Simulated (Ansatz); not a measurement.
**C3H11SbSi: how energies converge with the basis set**

The task here is to estimate one member of a computed series from the others.

The runs use Ansatz 0.2.0, Gaussian basis; one geometry, several basis sets.

Plan: PBE0-D4/def2-SVP; ωB97M-V/def2-SVP; PBE0-D4/def2-QZVPP; ωB97M-V/def2-QZVPP; the functionals' def2-TZVPP values are taken from earlier runs.

**The geometry**

The geometry comes from an earlier relaxation with PBE0-D4 in a triple-zeta def2 set; it is a stationary point, not always the lowest conformer. Sb takes the def2 core potential; no spin-orbit term is included.

SMILES `C[CH](C)[SbH][SiH3]`, 16 atoms, charge 0, spin multiplicity 1.

Atoms are counted from 1 here; the program's logs count them from 0.

Bond lengths: C1–C2 1.516 Å, C1–H6 1.097 Å, C1–H7 1.094 Å, C1–H8 1.092 Å, C2–C3 1.520 Å, C2–Sb4 2.194 Å, C2–H9 1.095 Å, C3–H10 1.093 Å, C3–H11 1.096 Å, C3–H12 1.094 Å, Sb4–Si5 2.572 Å, Sb4–H13 1.713 Å, Si5–H14 1.490 Å, Si5–H15 1.488 Å, Si5–H16 1.487 Å. Angles: C2–C1–H6 110.3°, C2–C1–H7 111.2°, C2–C1–H8 112.5°, H6–C1–H7 107.5°, H6–C1–H8 107.5°, H7–C1–H8 107.6°, C1–C2–C3 111.8°, C1–C2–Sb4 114.2°, C1–C2–H9 109.5°, C3–C2–Sb4 108.4°, C3–C2–H9 109.1°, Sb4–C2–H9 103.4°, C2–C3–H10 112.3°, C2–C3–H11 110.4°, C2–C3–H12 111.2°, H10–C3–H11 107.7°, H10–C3–H12 107.8°, H11–C3–H12 107.2° and more.

As a file:

```mol
C3H11SbSi
  3D, bonds by distance, orders not assigned

 16 15  0  0  0  0  0  0  0  0999 V2000
   -0.0159   -1.0998   -0.8190 C   0  0
    0.9099   -0.1028   -0.1501 C   0  0
    1.9641    0.4235   -1.1111 C   0  0
   -0.1172    1.6107    0.7557 Sb  0  0
   -1.9847    0.2663    1.9036 Si  0  0
    0.5634   -1.9183   -1.2636 H   0  0
   -0.5906   -0.6300   -1.6220 H   0  0
   -0.7280   -1.5432   -0.1201 H   0  0
    1.4068   -0.5791    0.7019 H   0  0
    2.6595    1.1134   -0.6273 H   0  0
    2.5506   -0.4041   -1.5264 H   0  0
    1.5049    0.9492   -1.9539 H   0  0
   -1.0955    1.8966   -0.6209 H   0  0
   -1.3568   -0.6784    2.8691 H   0  0
   -2.8654    1.1925    2.6649 H   0  0
   -2.8281   -0.5193    0.9634 H   0  0
  1  2  8  0
  2  3  8  0
  2  4  8  0
  4  5  8  0
  1  6  8  0
  1  7  8  0
  1  8  8  0
  2  9  8  0
  3 10  8  0
  3 11  8  0
  3 12  8  0
  4 13  8  0
  5 14  8  0
  5 15  8  0
  5 16  8  0
M  END
```

Set-up of the first run:

File in.yaml:

```yaml
crystal:
  periodic: [false, false, false]
  atoms:
    - {symbol: C, position_ang: [-0.015904, -1.099768, -0.818960]}
    - {symbol: C, position_ang: [0.909940, -0.102801, -0.150080]}
    - {symbol: C, position_ang: [1.964051, 0.423517, -1.111129]}
    - {symbol: Sb, position_ang: [-0.117210, 1.610733, 0.755656]}
    - {symbol: Si, position_ang: [-1.984733, 0.266319, 1.903641]}
    - {symbol: H, position_ang: [0.563405, -1.918325, -1.263559]}
    - {symbol: H, position_ang: [-0.590621, -0.629978, -1.622030]}
    - {symbol: H, position_ang: [-0.727956, -1.543205, -0.120069]}
    - {symbol: H, position_ang: [1.406781, -0.579148, 0.701887]}
    - {symbol: H, position_ang: [2.659517, 1.113410, -0.627251]}
    - {symbol: H, position_ang: [2.550587, -0.404054, -1.526377]}
    - {symbol: H, position_ang: [1.504904, 0.949155, -1.953948]}
    - {symbol: H, position_ang: [-1.095519, 1.896563, -0.620891]}
    - {symbol: H, position_ang: [-1.356811, -0.678412, 2.869135]}
    - {symbol: H, position_ang: [-2.865408, 1.192485, 2.664920]}
    - {symbol: H, position_ang: [-2.828123, -0.519292, 0.963356]}
basis:
  gaussian: {orbitals: def2-SVP}
hamiltonian: {xc: pbe0, dispersion: d4}
output: {orbitals: {seedname: orbitals}}
```

Run with:

```console
ansatz run in.yaml --threads 4 --pin off --events-out ev --progress --plain --max-ram 11315MiB
```

Steps of the session up to this table: PBE0-D4 in def2-SVP; ωB97M-V in def2-SVP; PBE0-D4 in def2-QZVPP; ωB97M-V in def2-QZVPP.

One of the session's tables, all rows but one given; the rest of the session is left out.

It belongs to the step «Density functionals: the series». 

```
functional       basis  HOMO (eV)  LUMO (eV)
   PBE0-D4    def2-SVP      -6.65      -0.17
   PBE0-D4  def2-TZVPP      -6.69      -0.41
   PBE0-D4  def2-QZVPP      -6.70      -0.47
   ωB97M-V    def2-SVP          ?          ?
   ωB97M-V  def2-TZVPP      -8.71       1.21
   ωB97M-V  def2-QZVPP      -8.72       0.99
```

Estimate the missing values for ωB97M-V, def2-SVP.

**Answer.** HOMO (eV): -8.65; LUMO (eV): 1.63. In the column «HOMO (eV)» it lies between ωB97M-V, def2-TZVPP (-8.71) and PBE0-D4, def2-QZVPP (-6.70).
